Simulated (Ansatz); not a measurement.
**ZrC: stiffness from strained cells**

Aim: the elastic tensor from the stress of slightly strained cells, and the moduli that follow. Runs: cell and atoms relaxed (PAW); reference run (PAW); cell relaxed at 10 GPa (PAW); at 10 GPa (PAW).

The COD entry's cell or inner coordinates are ideal or old and differ from later refinements, so a difference from it is no clean test against experiment.

Program: Ansatz 0.2.0. Level of theory: DFT r²SCAN, frozen-core PAW, scalar-relativistic unless said. These are calculated values, not measurements.

1 further run of the same task is left out (set aside as unsound or not needed). Runs told in other sessions of the task aren't counted.

### 1 The starting structure

Symmetry: Fm-3m, No. 225, cubic system. The conventional cell has a = 4.730 Å, b = 4.730 Å, c = 4.730 Å, α = 90.00°, β = 90.00°, γ = 90.00°. Around Zr (site symmetry m-3m) lie 6 C at 2.37 Å. Around C (site symmetry m-3m) lie 6 Zr at 2.37 Å.

Coordinates:

```cif
data_structure
_symmetry_space_group_name_H-M 'P 1'
_symmetry_Int_Tables_number 1
_cell_length_a 3.3446
_cell_length_b 3.3446
_cell_length_c 3.3446
_cell_angle_alpha 60.000
_cell_angle_beta 60.000
_cell_angle_gamma 60.000
_cell_volume 26.46
loop_
_atom_site_label
_atom_site_type_symbol
_atom_site_fract_x
_atom_site_fract_y
_atom_site_fract_z
_atom_site_occupancy
Zr1 Zr 0.50000 0.50000 0.50000 1
C1 C 0.00000 0.00000 0.00000 1
```

Cartesian axes are those of the input's lattice vectors. The structure goes back to a database entry.

### 2 Cell and atoms relaxed, PAW

input.yaml

```yaml
crystal:
  lattice:
    - [0.0, 2.365, 2.365]
    - [2.365, 0.0, 2.365]
    - [2.365, 2.365, 0.0]
  atoms:
    - { symbol: Zr, position: [0.5, 0.5, 0.5] }
    - { symbol: C, position: [0.0, 0.0, 0.0] }
kpoints:
  mp_grid: { grid: [16, 16, 16] }
scf:
  occupations: { method: fermi_dirac, width: 0.1 }
hamiltonian:
  xc: r2scan
  pseudopotentials: { kind: paw }
relax:
  f_tol: 0.002
  max_steps: 80
  cell: {}
output:
  forces: true
  stress: true
```

On the command line:

```console
$ ansatz run input.yaml --threads 1 --pin off --max-ram 2560MiB --backend cpu --events-out ev --progress --plain --runs-dir out
```

### 3 Reference run, PAW

input.yaml

```yaml
crystal:
  lattice:
    - [0.0, 2.35590606271, 2.35590606271]
    - [2.35590606271, 0.0, 2.35590606271]
    - [2.35590606271, 2.35590606271, 0.0]
  atoms:
    - { symbol: Zr, position: [0.5, 0.5, 0.5] }
    - { symbol: C, position: [0.0, 0.0, 0.0] }
kpoints:
  mp_grid: { grid: [16, 16, 16] }
scf:
  occupations: { method: fermi_dirac, width: 0.1 }
hamiltonian:
  xc: r2scan
  pseudopotentials: { kind: paw }
elastic:
  mode: relaxed_ion
  stencil: two_point
  amplitude: 0.005
```

### 4 Cell relaxed at 10 GPa, PAW

input.yaml, as its differences from that of step 3:

```diff
@@ -15,5 +15,12 @@
   pseudopotentials: { kind: paw }
-elastic:
-  mode: relaxed_ion
-  stencil: two_point
-  amplitude: 0.005
+relax:
+  f_tol: 0.002
+  max_steps: 80
+  cell: { p_target: 10 }
+output:
+  forces: true
+  stress: true
+  write_density: true
+  write_potential: true
+  elf: true
+  volumetric_format: npy
```

### 5 At 10 GPa, PAW

input.yaml

```yaml
crystal:
  lattice:
    - [0.0, 2.32430310004, 2.32430310004]
    - [2.32430310004, 0.0, 2.32430310004]
    - [2.32430310004, 2.32430310004, 0.0]
  atoms:
    - { symbol: Zr, position: [0.5, 0.5, 0.5] }
    - { symbol: C, position: [0.0, 0.0, 0.0] }
kpoints:
  mp_grid: { grid: [16, 16, 16] }
scf:
  occupations: { method: fermi_dirac, width: 0.1 }
hamiltonian:
  xc: r2scan
  pseudopotentials: { kind: paw }
elastic:
  mode: relaxed_ion
  stencil: two_point
  amplitude: 0.005
```

(Steps that only read results are left out.)

Q: Predict the outcome of this session. Wanted: C11; C12; C44; bulk, shear and Young's modulus; Debye temperature from sound speeds; universal anisotropy index.

As calculated:

| quantity | value |
| --- | --- |
| C11 (PAW) | 471 GPa |
| C12 (PAW) | 109 GPa |
| C44 (PAW) | 165 GPa |
| bulk, shear and Young's modulus | 230, 171, 412 GPa |
| Debye temperature from sound speeds | 713 K |
| universal anisotropy index | 0.01 |

All eigenvalues are positive, so the crystal is mechanically stable; by PAW K = 230 and G = 171 GPa, K/G = 1.34, on the brittle side of Pugh's rough line at 1.75, which was drawn for metals. Young's modulus runs from 400 to 430 GPa with direction. At 10 GPa K rises to 269 GPa. Cautions: frozen-core PAW files fitted under PBE, their cores solved anew for the functional of the run; responses of metals move with mesh and smearing.
